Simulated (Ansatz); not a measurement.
**C₂H₅AlN₂: small, medium and large basis sets**

An exercise on one series of results from a longer session: the logs are not shown, and one member is left open.

Method: one geometry, several basis sets; program: Ansatz 0.2.0, Gaussian basis.

Levels to be run: PBE0-D4/def2-SVP; ωB97M-V/def2-SVP; PBE0-D4/def2-QZVPP; ωB97M-V/def2-QZVPP; the functionals' def2-TZVPP values are taken from earlier runs.

## The relaxed structure

The geometry comes from an earlier relaxation with PBE0-D4 in a triple-zeta def2 set; it is a stationary point, not always the lowest conformer.

SMILES `C#[C][Al]([NH2])[NH2]`, 10 atoms, charge 0, spin multiplicity 1.

Atoms are counted from 1 here; the program's logs count them from 0.

Bond lengths: C1–C2 1.210 Å, C1–H6 1.067 Å, C2–Al3 1.908 Å, Al3–N4 1.763 Å, Al3–N5 1.763 Å, N4–H7 1.006 Å, N4–H8 1.006 Å, N5–H9 1.006 Å, N5–H10 1.006 Å. Angles: C2–C1–H6 180.0°, C1–C2–Al3 180.0°, C2–Al3–N4 118.9°, C2–Al3–N5 118.9°, N4–Al3–N5 122.2°, Al3–N4–H7 126.4°, Al3–N4–H8 123.3°, H7–N4–H8 110.4°, Al3–N5–H9 123.3°, Al3–N5–H10 126.4°, H9–N5–H10 110.4°.

Geometry (Å):

```xyz
10
C2H5AlN2
C    -2.3681    1.2211    0.8733
C    -1.3459    0.6936    0.4978
Al    0.2657   -0.1380   -0.0942
N     0.2476   -1.8611   -0.4670
N     1.7224    0.8429   -0.2499
H    -3.2691    1.6860    1.2042
H     1.0274   -2.4108   -0.7859
H    -0.5748   -2.4352   -0.3837
H     1.7500    1.8271   -0.0413
H     2.6277    0.5234   -0.5503
```

The first run:

Input file in.yaml:

```yaml
crystal:
  periodic: [false, false, false]
  atoms:
    - {symbol: C, position_ang: [-2.368108, 1.221077, 0.873257]}
    - {symbol: C, position_ang: [-1.345947, 0.693568, 0.497828]}
    - {symbol: Al, position_ang: [0.265684, -0.137975, -0.094220]}
    - {symbol: N, position_ang: [0.247640, -1.861062, -0.467048]}
    - {symbol: N, position_ang: [1.722423, 0.842863, -0.249857]}
    - {symbol: H, position_ang: [-3.269072, 1.686027, 1.204194]}
    - {symbol: H, position_ang: [1.027357, -2.410809, -0.785854]}
    - {symbol: H, position_ang: [-0.574759, -2.435247, -0.383727]}
    - {symbol: H, position_ang: [1.750005, 1.827095, -0.041294]}
    - {symbol: H, position_ang: [2.627676, 0.523364, -0.550280]}
basis:
  gaussian: {orbitals: def2-SVP}
hamiltonian: {xc: pbe0, dispersion: d4}
output: {orbitals: {seedname: orbitals}}
```

Run with:

```bash
ansatz run in.yaml --threads 2 --pin off --events-out ev --progress --plain --max-ram 4352MiB
```

Steps of the session up to this table: PBE0-D4 in def2-SVP; ωB97M-V in def2-SVP; PBE0-D4 in def2-QZVPP; ωB97M-V in def2-QZVPP.

One of the session's tables, all rows but one given; the rest of the session is left out.

| functional | basis | HOMO (eV) | LUMO (eV) |
| --- | --- | --- | --- |
| PBE0-D4 | def2-SVP | -6.70 | 0.10 |
| PBE0-D4 | def2-TZVPP | ? | ? |
| PBE0-D4 | def2-QZVPP | -7.09 | -0.23 |
| ωB97M-V | def2-SVP | -9.07 | 2.06 |
| ωB97M-V | def2-TZVPP | -9.41 | 1.70 |
| ωB97M-V | def2-QZVPP | -9.48 | 1.12 |

Q: Estimate the row for PBE0-D4, def2-TZVPP from the others.

The run gave: HOMO (eV): -7.02; LUMO (eV): -0.15. In the column «HOMO (eV)» it lies between PBE0-D4, def2-QZVPP (-7.09) and PBE0-D4, def2-SVP (-6.70).
